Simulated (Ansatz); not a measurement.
**Re3B: further runs on the relaxed cell**

One table from this session's results is given with a row withheld; the runs are named, their logs left out.

Method: DFT PBEsol, scalar-relativistic, plane waves, PAW, in Ansatz 0.2.0.

### The system as given

The structure is orthorhombic, space group Cmcm (No. 63). The conventional cell has a = 2.881 Å, b = 9.326 Å, c = 7.272 Å, α = 90.00°, β = 90.00°, γ = 90.00°. Re (site symmetry m2m) has 2 B at 2.21 Å as nearest neighbours. Re (site symmetry m) is surrounded by 3 B at 2.23 to 2.56 Å. B (site symmetry m2m) is surrounded by 8 Re at 2.21 to 2.56 Å.

As a file:

```cif
data_structure
_symmetry_space_group_name_H-M 'P 1'
_symmetry_Int_Tables_number 1
_cell_length_a 4.8806
_cell_length_b 4.8806
_cell_length_c 7.2717
_cell_angle_alpha 90.000
_cell_angle_beta 90.000
_cell_angle_gamma 145.666
_cell_volume 97.70
loop_
_atom_site_label
_atom_site_type_symbol
_atom_site_fract_x
_atom_site_fract_y
_atom_site_fract_z
_atom_site_occupancy
Re1 Re 0.57553 0.42447 0.25000 1
Re2 Re 0.42447 0.57553 0.75000 1
Re3 Re 0.86694 0.13306 0.06498 1
Re4 Re 0.13306 0.86694 0.56498 1
Re5 Re 0.13306 0.86694 0.93502 1
Re6 Re 0.86694 0.13306 0.43502 1
B1 B 0.25453 0.74547 0.25000 1
B2 B 0.74547 0.25453 0.75000 1
```

It is the result of an earlier relaxation at this level (volume 12.21 Å³/atom; gap on the mesh: none (metal)).

Set-up of the first run:

Input file input.yaml:

```yaml
crystal:
  lattice:
    - [1.4260176054, -4.616059521, 0.0]
    - [1.4260176054, 4.616059521, 0.0]
    - [0.0, 0.0, 7.1982923739]
  atoms:
    - { symbol: Re, position: [0.5755337005, 0.4244662995, 0.25] }
    - { symbol: Re, position: [0.4244662995, 0.5755337005, 0.75] }
    - { symbol: Re, position: [0.8669362584, 0.1330637416, 0.0649778473] }
    - { symbol: Re, position: [0.1330637416, 0.8669362584, 0.5649778473] }
    - { symbol: Re, position: [0.1330637416, 0.8669362584, 0.9350221527] }
    - { symbol: Re, position: [0.8669362584, 0.1330637416, 0.4350221527] }
    - { symbol: B, position: [0.2545326776, 0.7454673224, 0.25] }
    - { symbol: B, position: [0.7454673224, 0.2545326776, 0.75] }
basis:
  ecutwfc: 420
kpoints:
  mp_grid: { grid: [12, 12, 6] }
hamiltonian:
  xc: pbesol
scf:
  occupations: { method: gaussian, width: 0.1 }
output:
  forces: true
  stress: true
  eigenvalues: true
relax:
  adjacent_minimum: "off"
  f_tol: 0.01
  max_steps: 30
  cell: { stress_tol: 0.1, fix: [volume] }
```

Command:

```console
> ansatz run input.yaml --threads 2 --pin off --max-ram 5120MiB --backend cpu --events-out ev --progress --plain --runs-dir out
```

Steps of the session up to this table: Volume × 0.97; Volume × 1.03; Point at V/V0 = 0.94; Point at V/V0 = 1.06; The cell scaled to 0.91 of its volume; Volume × 1.10; Point at V/V0 = 0.88.

One of the session's tables, all rows but one given; the rest of the session is left out.

It belongs to the step «Fit of the equation of state». 

| volume (Å³/atom) | energy above the lowest point (meV/atom) | pressure (GPa) |
| --- | --- | --- |
| 10.747 | 271.0 | 66.47 |
| 11.113 | 143.6 | 45.57 |
| 11.479 | ? | ? |
| 11.846 | 14.2 | 12.78 |
| 12.212 | 0.0 | 0.00 |
| 12.579 | 12.7 | -10.83 |
| 12.945 | 48.3 | -19.99 |
| 13.433 | 125.1 | -29.99 |

Estimate the missing values for volume (Å³/atom) = 11.479.

Worked estimate for «energy above the lowest point (meV/atom)». A straight line through the neighbours (11.113, 143.6) and (11.846, 14.2) gives 143.6 + (14.2 − 143.6) × (11.479 − 11.113) / (11.846 − 11.113) = 79.0; a parabola fitted to 4 rows on both sides gives 60.1.

As computed: energy above the lowest point (meV/atom): 60.2; pressure (GPa): 27.84. In «energy above the lowest point (meV/atom)» the line misses by +18.8 and the parabola by -0.1.
